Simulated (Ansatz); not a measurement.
**HfCl (quartet): the correlation ladder, def2-TZVPP**

One table from this session's results is given with a row withheld; the runs are named, their logs left out.

Computed with Ansatz 0.2.0, Gaussian basis. Level: def2-TZVPP, core rule «outside noble gas», up to 9 orbitals frozen.

To be run: UHF; CCSD(T) on ROHF; CCSD(T) on UHF; CCSDT(Q) on ROHF; CCSDT(Q) on UHF.

11 further runs of the same task are left out: 8 for a known fault of the program, 3 set aside as unsound or not needed.

**What is computed**

The geometry is a PBE0/def2-TZVP stationary point (not a proven minimum) of the parent state, kept for this charge and spin. No spin-orbit coupling is included. Elements past krypton take def2 core potentials.

2 atoms, charge 0, spin multiplicity 4.

Atoms are counted from 1 here; the program's logs count them from 0.

Bond lengths: Hf1–Cl2 2.304 Å.

Set-up of the first run:

Contents of in.yaml:

```yaml
crystal:
  periodic: [false, false, false]
  atoms:
    - {symbol: Hf, position_ang: [0.000000, 0.000000, 0.000000]}
    - {symbol: Cl, position_ang: [0.000000, 0.000000, 2.304299]}
basis:
  gaussian: {orbitals: def2-TZVPP}
magnetization: {spin_polarized: true, initial_magnetization: 3}
hamiltonian: {xc: hf}
output: {orbitals: {seedname: orbitals}}
```

Launch:

```bash
$ ansatz run in.yaml --threads 1 --pin off --events-out ev --progress --plain --max-ram 2816MiB --backend cpu
```

Among the steps run: UHF; CCSD(T) on ROHF; CCSD(T) on UHF; CCSDT(Q) on ROHF; CCSDT(Q) on UHF.

One of the session's tables, all rows but one given; the rest of the session is left out.

| method | from RCCSDT(Q) (meV) |
| --- | --- |
| ROHF | +7200.3 |
| UHF | +7088.5 |
| RMP2 | +903.9 |
| UMP2 | +808.8 |
| RCCSD | +340.6 |
| UCCSD | +251.1 |
| RCCSD(T) | +38.5 |
| UCCSD(T) | -49.7 |
| RCCSDT | ? |
| UCCSDT | -70.6 |
| RCCSDT(Q) | 0 |
| UCCSDT(Q) | -85.3 |

**Question.** Estimate the row for RCCSDT.

The run gave: from RCCSDT(Q) (meV): +14.4. In the column «from RCCSDT(Q) (meV)» it lies between RCCSDT(Q) (0) and RCCSD(T) (+38.5).

To keep in mind: Restricted and unrestricted rows rest on different reference determinants; where their highest levels disagree by more than a few hundredths of an eV, they describe different states and don't form one ladder.
